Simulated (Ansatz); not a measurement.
# BFH₄O₂Si: small, medium and large basis sets

How large a basis does BFH₄O₂Si need? Two functionals are run in growing sets.

The runs use Ansatz 0.2.0, Gaussian basis; one geometry, several basis sets.

The runs, in order: PBE0-D4/def2-SVP; ωB97M-V/def2-SVP; PBE0-D4/def2-QZVPP; ωB97M-V/def2-QZVPP; the functionals' def2-TZVPP values are taken from earlier runs.

## 1. The relaxed structure

An earlier PBE0-D4 in a triple-zeta def2 set relaxation fixed the geometry.

SMILES `O[SiH2]OBF`, 9 atoms, charge 0, spin multiplicity 1.

Atoms are counted from 1 here; the program's logs count them from 0.

Bond lengths: O1–Si2 1.635 Å, O1–H6 0.958 Å, Si2–O3 1.648 Å, Si2–H7 1.482 Å, Si2–H8 1.474 Å, O3–B4 1.341 Å, B4–F5 1.325 Å, B4–H9 1.197 Å. Angles: Si2–O1–H6 119.3°, O1–Si2–O3 113.0°, O1–Si2–H7 111.3°, O1–Si2–H8 106.2°, O3–Si2–H7 105.9°, O3–Si2–H8 107.4°, H7–Si2–H8 113.1°, Si2–O3–B4 138.5°, O3–B4–F5 118.3°, O3–B4–H9 123.4°, F5–B4–H9 118.3°.

## 2. PBE0-D4 in def2-SVP

File in.yaml:

```yaml
crystal:
  periodic: [false, false, false]
  atoms:
    - {symbol: O, position_ang: [0.702790, -0.070523, 1.686330]}
    - {symbol: Si, position_ang: [1.139499, -0.060301, 0.111195]}
    - {symbol: O, position_ang: [-0.148385, -0.141789, -0.913492]}
    - {symbol: B, position_ang: [-1.487259, -0.134766, -0.845896]}
    - {symbol: F, position_ang: [-2.173345, -0.270755, -1.971097]}
    - {symbol: H, position_ang: [0.341711, 0.725598, 2.077509]}
    - {symbol: H, position_ang: [1.861032, 1.185203, -0.240163]}
    - {symbol: H, position_ang: [1.947528, -1.275147, -0.098956]}
    - {symbol: H, position_ang: [-2.095170, -0.003819, 0.177370]}
basis:
  gaussian: {orbitals: def2-SVP}
hamiltonian: {xc: pbe0, dispersion: d4}
output: {orbitals: {seedname: orbitals}}
```

Launch:

```
$ ansatz run in.yaml --threads 2 --pin off --events-out ev --progress --plain --max-ram 4352MiB
```

Log:

```text
Functional definition: PBE0
  name "PBE0"
  cite "Adamo & Barone, J. Chem. Phys. 110, 6158 (1999) doi:10.1063/1.478522"
  cite "Perdew, Burke & Ernzerhof, Phys. Rev. Lett. 77, 3865 (1996) doi:10.1103/PhysRevLett.77.3865"
  parent pbe
  parameter a = 0.25
  parameter kappa = 0.804
  parameter beta = 0.06672455060314922
  exchange = (1 - a)*pbe_x(kappa = kappa, mu = beta*pi^2/3) + a*exact_x
  correlation = pbe_c(beta = beta)
1016 factors; their error is unknown
mean field evaluation 1: about -15408.9793 eV, gradient 6.2e1 eV
mean field evaluation 2: about -15401.2687 eV, gradient 9.0e1 eV
mean field evaluation 4: about -15415.3049 eV, gradient 3.4e0 eV
mean field evaluation 8: about -15415.3195 eV, gradient 6.2e-2 eV
mean field evaluation 16: about -15415.3819 eV, gradient 1.9e-5 eV
mean field -15415.38186737 eV, -566.5048347048 hartree, gradient 1.9e-5 eV, S^2 0.000000; 0 other end points of the search recorded, 0 dependent functions left out
reference -15415.38189381 eV, -566.5048356766 hartree; 24, 24 occupied and 70, 70 virtual orbitals, 1016 factors
Total energy: -15415.51393806 eV, -566.5096882130 hartree
```

It took 1.4 s on 2 threads of Arm Neoverse V1, shared host.

## 3. ωB97M-V in def2-SVP

in.yaml, as its differences from that of step 2:

```diff
@@ -14,3 +14,3 @@
   gaussian: {orbitals: def2-SVP}
-hamiltonian: {xc: pbe0, dispersion: d4}
+hamiltonian: {xc: {name: wB97M-V}}
 output: {orbitals: {seedname: orbitals}}
```

Launched as before.

Log:

```text
Functional definition: wB97M-V
  name "wB97M-V"
  cite "Mardirossian & Head-Gordon, J. Chem. Phys. 144, 214110 (2016) doi:10.1063/1.4952647"
  cite "Becke, J. Chem. Phys. 107, 8554 (1997) doi:10.1063/1.475007"
  cite "Vydrov & Van Voorhis, J. Chem. Phys. 133, 244103 (2010) doi:10.1063/1.3521275"
  # Of w^i u^j: cxij and so on, Table III.
  parameter omega = 0.3/bohr
  parameter cx = 0.15
  parameter cx01 = 1.007
  parameter cx10 = 0.259
  parameter css00 = 0.443
  parameter css04 = -1.437
  parameter css10 = -4.535
  parameter css20 = -3.390
  parameter css43 = 4.278
  parameter cos00 = 1.000
  parameter cos10 = 1.358
  parameter cos20 = 2.924
  parameter cos21 = -8.812
  parameter cos60 = -1.390
  parameter cos61 = 9.142
  parameter b = 6.0
  parameter c = 0.01
  gx(w, u) = 1 - cx + cx01*u + cx10*w
  gss(w, u) = css00 + css04*u^4 + css10*w + css20*w^2 + css43*w^4*u^3
  gos(w, u) = cos00 + cos10*w + (cos20 + cos21*u)*w^2 + (cos60 + cos61*u)*w^6
  exchange = spin_sum(e_x_unif_sr(omega)*gx(b97_w, b97_u_x)) + cx*exact_x_sr(omega) + exact_x_lr(omega)
  correlation = spin_sum(e_c_pw_mod_same_spin*gss(b97_w, b97_u_same))
      + integral(e_c_pw_mod_opposite_spin*gos(b97_w_opposite, b97_u_opposite)) + vv10(b, c)
1016 factors; their error is unknown
263 factors; integrals over basis functions are off by at most 1.4e-5 eV
mean field evaluation 1: about -15418.0379 eV, gradient 5.8e1 eV
mean field evaluation 2: about -15417.7590 eV, gradient 6.2e1 eV
mean field evaluation 4: about -15423.8342 eV, gradient 1.6e0 eV
mean field evaluation 8: about -15423.8541 eV, gradient 3.5e-2 eV
mean field -15423.85410921 eV, -566.8161838496 hartree, gradient 2.0e-5 eV, S^2 0.000000; 0 other end points of the search recorded, 0 dependent functions left out
reference -15423.85415069 eV, -566.8161853739 hartree; 24, 24 occupied and 70, 70 virtual orbitals, 1016 factors
Total energy: -15423.85415069 eV, -566.8161853739 hartree
```

Wall time 5.5 s (2 threads of Arm Neoverse V1, shared host); peak memory 0.26 GiB.

## 4. PBE0-D4 in def2-QZVPP

in.yaml, as its differences from that of step 3:

```diff
@@ -13,4 +13,4 @@
 basis:
-  gaussian: {orbitals: def2-SVP}
-hamiltonian: {xc: {name: wB97M-V}}
+  gaussian: {orbitals: "def2-QZVPP.json"}
+hamiltonian: {xc: pbe0, dispersion: d4}
 output: {orbitals: {seedname: orbitals}}
```

Launched as before.

Log:

```text
Functional definition: PBE0
  name "PBE0"
  cite "Adamo & Barone, J. Chem. Phys. 110, 6158 (1999) doi:10.1063/1.478522"
  cite "Perdew, Burke & Ernzerhof, Phys. Rev. Lett. 77, 3865 (1996) doi:10.1103/PhysRevLett.77.3865"
  parent pbe
  parameter a = 0.25
  parameter kappa = 0.804
  parameter beta = 0.06672455060314922
  exchange = (1 - a)*pbe_x(kappa = kappa, mu = beta*pi^2/3) + a*exact_x
  correlation = pbe_c(beta = beta)
1373 factors; their error is unknown
mean field evaluation 1: about -15420.1587 eV, gradient 7.4e1 eV
mean field evaluation 2: about -15407.4408 eV, gradient 1.1e2 eV
mean field evaluation 4: about -15428.2949 eV, gradient 5.1e0 eV
mean field evaluation 8: about -15428.3237 eV, gradient 1.2e-1 eV
mean field evaluation 16: about -15428.3332 eV, gradient 7.6e-5 eV
mean field -15428.33316990 eV, -566.9807862940 hartree, gradient 7.6e-5 eV, S^2 0.000000; 0 other end points of the search recorded, 0 dependent functions left out
reference -15428.33320673 eV, -566.9807876475 hartree; 24, 24 occupied and 394, 394 virtual orbitals, 1373 factors
Total energy: -15428.46525098 eV, -566.9856401840 hartree
```

Wall time 11 s (2 threads of Arm Neoverse V1, shared host); peak memory 1.1 GiB.

## 5. ωB97M-V in def2-QZVPP

in.yaml, as its differences from that of step 4:

```diff
@@ -14,3 +14,3 @@
   gaussian: {orbitals: "def2-QZVPP.json"}
-hamiltonian: {xc: pbe0, dispersion: d4}
+hamiltonian: {xc: {name: wB97M-V}}
 output: {orbitals: {seedname: orbitals}}
```

The command is unchanged.

Log:

```text
Functional definition: wB97M-V
  name "wB97M-V"
  cite "Mardirossian & Head-Gordon, J. Chem. Phys. 144, 214110 (2016) doi:10.1063/1.4952647"
  cite "Becke, J. Chem. Phys. 107, 8554 (1997) doi:10.1063/1.475007"
  cite "Vydrov & Van Voorhis, J. Chem. Phys. 133, 244103 (2010) doi:10.1063/1.3521275"
  # Of w^i u^j: cxij and so on, Table III.
  parameter omega = 0.3/bohr
  parameter cx = 0.15
  parameter cx01 = 1.007
  parameter cx10 = 0.259
  parameter css00 = 0.443
  parameter css04 = -1.437
  parameter css10 = -4.535
  parameter css20 = -3.390
  parameter css43 = 4.278
  parameter cos00 = 1.000
  parameter cos10 = 1.358
  parameter cos20 = 2.924
  parameter cos21 = -8.812
  parameter cos60 = -1.390
  parameter cos61 = 9.142
  parameter b = 6.0
  parameter c = 0.01
  gx(w, u) = 1 - cx + cx01*u + cx10*w
  gss(w, u) = css00 + css04*u^4 + css10*w + css20*w^2 + css43*w^4*u^3
  gos(w, u) = cos00 + cos10*w + (cos20 + cos21*u)*w^2 + (cos60 + cos61*u)*w^6
  exchange = spin_sum(e_x_unif_sr(omega)*gx(b97_w, b97_u_x)) + cx*exact_x_sr(omega) + exact_x_lr(omega)
  correlation = spin_sum(e_c_pw_mod_same_spin*gss(b97_w, b97_u_same))
      + integral(e_c_pw_mod_opposite_spin*gos(b97_w_opposite, b97_u_opposite)) + vv10(b, c)
1353 factors; their error is unknown
337 factors; integrals over basis functions are off by at most 1.2e-5 eV
mean field evaluation 1: about -15429.7402 eV, gradient 6.9e1 eV
mean field evaluation 2: about -15428.3755 eV, gradient 7.7e1 eV
mean field evaluation 4: about -15436.9522 eV, gradient 2.0e0 eV
mean field evaluation 8: about -15436.9619 eV, gradient 4.1e-2 eV
mean field evaluation 16: about -15436.9619 eV, gradient 2.0e-5 eV
mean field -15436.96191018 eV, -567.2978866506 hartree, gradient 2.0e-5 eV, S^2 0.000000; 0 other end points of the search recorded, 0 dependent functions left out
reference -15436.96197210 eV, -567.2978889259 hartree; 24, 24 occupied and 394, 394 virtual orbitals, 1353 factors
Total energy: -15436.96197210 eV, -567.2978889259 hartree
```

Run time: 24 s. Hardware: 2 threads of Arm Neoverse V1, shared host; peak memory 1.4 GiB.

## 6. Functionals by basis

The def2-TZVPP values come from earlier runs at the same geometry.

| functional | basis | functions | energy (eV) | from the largest (eV) | HOMO (eV) | LUMO (eV) |
| --- | --- | --- | --- | --- | --- | --- |
| PBE0-D4 | def2-SVP | 94 | -15415.5139 | 12.951 | -9.13 | 0.45 |
| PBE0-D4 | def2-TZVPP | 222 | -15427.7507 | 0.715 | -9.24 | 0.07 |
| PBE0-D4 | def2-QZVPP | 418 | -15428.4653 | 0.000 | -9.26 | -0.14 |
| ωB97M-V | def2-SVP | 94 | -15423.8542 | 13.108 | -11.37 | 2.52 |
| ωB97M-V | def2-TZVPP | 222 | -15436.2977 | 0.664 | -11.52 | 1.66 |
| ωB97M-V | def2-QZVPP | 418 | -15436.9620 | 0.000 | -11.55 | 1.20 |

## 7. Outcome

| quantity | value |
| --- | --- |
| PBE0-D4: double and triple zeta above quadruple | 12.95, 0.71 eV |
| ωB97M-V: double and triple zeta above quadruple | 13.11, 0.66 eV |

What this shows: For PBE0-D4 the step from double to triple zeta gains 12.24 eV and the next only 0.71 eV. Total energies overstate the basis error of differences, where much of it tends to cancel. The LUMO of ωB97M-V is positive and keeps falling with the basis (2.52 to 1.20 eV): an unbound level that the basis holds in place.

For PBE0-D4 the largest set took about 8 times as long as the smallest (11 s against 1.4 s).
